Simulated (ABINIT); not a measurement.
AgRh:

```
Ag Rh
1.0
     2.77759    0.00000    0.00000
    -1.38879    2.40546    0.00000
     0.00000    0.00000    4.80860
Ag Rh
1 1
Direct
  0.00000 0.00000 0.50000
  0.66667 0.33333 0.00000
```

The cell comes from a database or a generator and needn't be the stable form of this composition.

| Item | Value |
| --- | --- |
| Program | ABINIT 10.8.3 (patched build) |
| Task | relaxation of cell and atoms |
| Functional | PBE |
| Dispersion | D2 |
| Potentials or basis | JTH PAW PBE v2.0 |
| Cutoff | 463 eV |
| k mesh | 11 × 11 × 6 |
| Occupations | fermi-dirac, width 0.05 eV |
| Spin | no spin polarisation |

At the start: pressure -6.3 GPa; volume 16.06 Å³/atom.

Where does the relaxation end?

Over 6 steps the energy falls by 16.1 meV/atom and the volume is 15.29 Å³/atom (-4.8 %); space group P-6m2 (No. 187, to 0.05 Å).

The path:
| step | energy change (eV) | largest force (eV/Å) | pressure (GPa) | volume (Å³) |
| --- | --- | --- | --- | --- |
| 1 | 0.0000 | 0.0000 | -6.32 | 32.13 |
| 2 | -0.0203 | 0.0000 | -4.04 | 31.51 |
| 3 | -0.0318 | 0.0000 | 0.55 | 30.50 |
| 4 | -0.0321 | 0.0000 | -0.05 | 30.61 |
| 5 | -0.0322 | 0.0000 | -0.07 | 30.61 |
| 6 | -0.0323 | 0.0000 | -0.02 | 30.59 |

Final structure:
```
Ag Rh
1.0
     2.73414    0.00000    0.00000
    -1.36707    2.36784    0.00000
     0.00000    0.00000    4.72491
Ag Rh
1 1
Cartesian
  0.0000 0.0000 2.3625
  1.3671 0.7893 0.0000
```

Caveat: pairwise dispersion overbinds metals, which lowers pressure and volume.
